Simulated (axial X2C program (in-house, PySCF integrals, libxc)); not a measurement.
**A two-component session on GaH: properties at the nuclei**

Aim: properties at the nuclei of GaH, with spin–orbit coupling in the Hamiltonian from the start.

The runs use an in-house X2C program for linear molecules on PySCF integrals; two-component X2C with atomic mean-field terms, Ga dyall-cv3z, H dyall-v3z.

All values are calculated.

## Step 1: The job

task.json reads:

```json
{"zs": [31, 1], "q": 0, "bas": ["dyall-cv3z", "dyall-v3z"], "r0": 1.56, "levels": ["PBE0", "HF", "PBE50", "BP86", "B3LYP"], "nst": 3}
```

Keys: zs atomic numbers; q charge; bas basis sets; r0 starting distance in Å; levels methods (HF also brings MP2); nst determinants followed.

Launch:

```sh
> python soeom.py task.json out
```

The runs that follow: Expectation values, lowest determinant; Expectation values, a higher determinant; Expectation values, a higher determinant.

Q: Predict the outcome of this session. Wanted: lowest determinant; qzz Ga; qzz H; μ; higher determinant; Eeff magnitude; Ws magnitude Ga; A∥/gI Ga (for each run or level that gives them).

As calculated:

| quantity | value |
| --- | --- |
| lowest determinant | Ω = 0 (closed shell) |
| qzz Ga (a.u.), PBE0 | -4.16 |
| qzz H (a.u.), PBE0 | 0.07 |
| μ (D), PBE0 | -0.48 |
| higher determinant | Ω = 2 (excess of +ω over −ω: ω = 1/2, ω = 3/2) |
| Eeff magnitude (GV/cm), PBE0, higher determinant | 3.14 |
| Ws magnitude Ga (kHz), PBE0, higher determinant | 0.674 |
| A∥/gI Ga (MHz), PBE0, higher determinant | 679 |
| qzz Ga (a.u.), PBE0, higher determinant | -0.51 |
| higher determinant | Ω = 1 (excess of +ω over −ω: 2 × ω = 1/2) |
| Eeff magnitude (GV/cm), PBE0, higher determinant | 3.09 |
| Ws magnitude Ga (kHz), PBE0, higher determinant | 1.32 |
| A∥/gI Ga (MHz), PBE0, higher determinant | 1350 |
| qzz Ga (a.u.), PBE0, higher determinant | -0.33 |

In words: The expectation values come from single determinants, which for open shells can mix terms of unlike spin or miss the lowest Ω, so a determinant need not be a state. Eeff is the effective electric field on the electron dipole moment in this Ω state and Ws the scalar–pseudoscalar constant (defined with the proton number Z and per Ω); A∥ is the parallel hyperfine constant, which follows by multiplying with the nuclear g factor gI = μI/(I μN); qzz is the electric field gradient, eQq0 = 234.96 MHz × Q/barn × qzz; μ is positive if H is the positive end. The operators were transformed with the bare-nucleus X2C matrices.
